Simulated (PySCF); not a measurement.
**[TbO(OH)]+: other functionals and bases at one geometry**

The task here is to estimate one member of a computed series from the others.

The runs use PySCF 2.14.0; several levels, as the steps say, no spin–orbit coupling.

1 further run of the same task is left out (for a known fault of the program).

## The starting structure

4 atoms, charge 1, spin multiplicity 1.

Bond lengths: Tb1–O2 1.753 Å, Tb1–O3 1.929 Å, Tb1–H4 2.772 Å, O3–H4 0.970 Å. Angles: O2–Tb1–O3 104.4°, O2–Tb1–H4 92.4°, O3–Tb1–H4 11.9°, Tb1–O3–H4 143.9°, Tb1–H4–O3 24.2°.

As a file:

```xyz
4
HO2Tb
Tb   -0.0047   -0.0411   -0.4654
O     1.0746    0.0322    0.9135
O    -1.7718    0.0214    0.3066
H    -2.2595    0.0763    1.1431
```

Formal oxidation states: Tb +4. Each metal's 7 4f electrons lie in its core potential, so multiplicities, spins and levels count the valence alone. An earlier session relaxed this geometry at PBE0, Tb lcecp-2-SVP with ECP53, O def2-SVP, H def2-SVP (singlet, point group Cs).

At PBE0 on the finer grid: E = -193.940085 Eh, frontier levels not given, since the 4f levels lie in the core, Mulliken charge on Tb1 +1.42 e, largest force component 0.008 eV/Å. 

Levels to run: BP86; r2SCAN; PBE0, TZVP. Hardware: 2 threads of Arm Neoverse V2, shared host.

Set-up of the first run:

run.py (the lines that set the calculation) reads:

```python
mol = gto.M(atom='''
Tb    -0.00469    -0.04113    -0.46541
O      1.07456     0.03218     0.91346
O     -1.77181     0.02139     0.30657
H     -2.25952     0.07626     1.14311''',
    basis={'Tb': 'lcecp-2-SVP', 'O': 'def2-SVP', 'H': 'def2-SVP'},
    ecp={'Tb': 'lcecp-2-SVP'},
    charge=1, spin=0)
mf = dft.RKS(mol, xc='B88,P86')
mf.grids.atom_grid = (75, 302)  # f atoms: unpruned, at least (60, 302)
mf = mf.density_fit()  # fitting sets: Tb AutoAux, O def2-universal-JKFIT, H def2-universal-JKFIT
mf.conv_tol = 1e-08; mf.max_cycle = 55
mf.kernel(dm0)  # dm0: the density of the relaxed state
```

Run with:

```
$ OMP_NUM_THREADS=2 python run.py
```

Steps of the session up to this table: BP86; r2SCAN; PBE0, TZVP.

One table of the session follows, with a row left open; its other results are not shown here.

```
              level  charge on Tb1 (e)  dipole (D)  largest force component (eV/Å)
PBE0 (relaxed here)               1.42        4.37                            0.01
               BP86                  ?           ?                               ?
             r2SCAN               1.39        4.21                            0.79
         PBE0, TZVP               1.73        4.53                            0.27
```

Q: Estimate the row for BP86 from the others.

As computed: charge on Tb1 (e): 1.29; dipole (D): 3.90; largest force component (eV/Å): 1.28. In the column «charge on Tb1 (e)» it is the lowest.

The dipole of a charged species depends on the origin, so these sizes hold for this origin alone.

The largest leftover force, 1.28 eV/Å with BP86, stands at a geometry relaxed at another level. With 4f in the core, its levels are missing from HOMO and gap, and its count is fixed, so no charge can pass from the ligands into it. Total energies of different levels can't be compared.
